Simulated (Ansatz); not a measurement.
# ScTiN2: the cost of one run

Program: Ansatz 0.2.0. Level of theory: DFT PBE, scalar-relativistic, plane waves, PAW. These are calculated values, not measurements.

## 1. The starting structure

It takes space group P4/mmm (No. 123, tetragonal). Conventional cell: a = 3.461 Å, b = 3.461 Å, c = 4.723 Å, α = 90.00°, β = 90.00°, γ = 90.00°. Sc (site symmetry 4/mmm) has 6 N at 2.36 to 2.45 Å in its first shell of neighbours. Around Ti (site symmetry 4/mmm) lie 6 N at 2.36 to 2.45 Å. N (site symmetry 4/mmm) has 2 Ti at 2.36 Å and 4 Sc at 2.45 Å in its first shell of neighbours. Around N (site symmetry 4/mmm) lie 2 Sc at 2.36 Å and 4 Ti at 2.45 Å.

As a file:

```cif
data_structure
_symmetry_space_group_name_H-M 'P4/mmm'
_symmetry_Int_Tables_number 123
_cell_length_a 3.4609
_cell_length_b 3.4609
_cell_length_c 4.7232
_cell_angle_alpha 90.000
_cell_angle_beta 90.000
_cell_angle_gamma 90.000
_cell_volume 56.57
loop_
_atom_site_label
_atom_site_type_symbol
_atom_site_symmetry_multiplicity
_atom_site_Wyckoff_symbol
_atom_site_fract_x
_atom_site_fract_y
_atom_site_fract_z
_atom_site_occupancy
Sc1 Sc 1 d 0.50000 0.50000 0.50000 1
Ti1 Ti 1 a 0.00000 0.00000 0.00000 1
N1 N 1 b 0.00000 0.00000 0.50000 1
N2 N 1 c 0.50000 0.50000 0.00000 1
```

The cell is invented: species swapped into a database cell of LiNdSe2 (P4/mmm, No. 123), with Ti on the Li sites, Sc on the Nd sites and N on the Se sites. The dimensions are guesses.

## 2. The guess as it stands, on a coarse mesh

Contents of input.yaml:

```yaml
crystal:
  lattice:
    - [3.46090448, 0.0, 0.0]
    - [0.0, 3.46090448, 0.0]
    - [0.0, 0.0, 4.7232243]
  atoms:
    - { symbol: Sc, position: [0.5, 0.5, 0.5] }
    - { symbol: Ti, position: [0.0, 0.0, 0.0], spin: 1.0 }
    - { symbol: "N", position: [0.0, 0.0, 0.5] }
    - { symbol: "N", position: [0.5, 0.5, 0.0] }
basis:
  ecutwfc: 420
kpoints:
  mp_grid: { grid: [6, 6, 4] }
hamiltonian:
  xc: pbe
scf:
  occupations: { method: gaussian, width: 0.1 }
  lower_state_search: "off"
output:
  forces: true
  stress: true
  eigenvalues: true
  populations: true
magnetization:
  spin_polarized: true
```

Started as:

```console
$ ansatz run input.yaml --threads 1 --pin off --max-ram 2560MiB --backend cpu --events-out ev --progress --plain --runs-dir out
```

What time and memory should one allow on 1 thread of Arm Neoverse V1, shared host?

About 8.6 s, with a peak of 0.37 GiB.
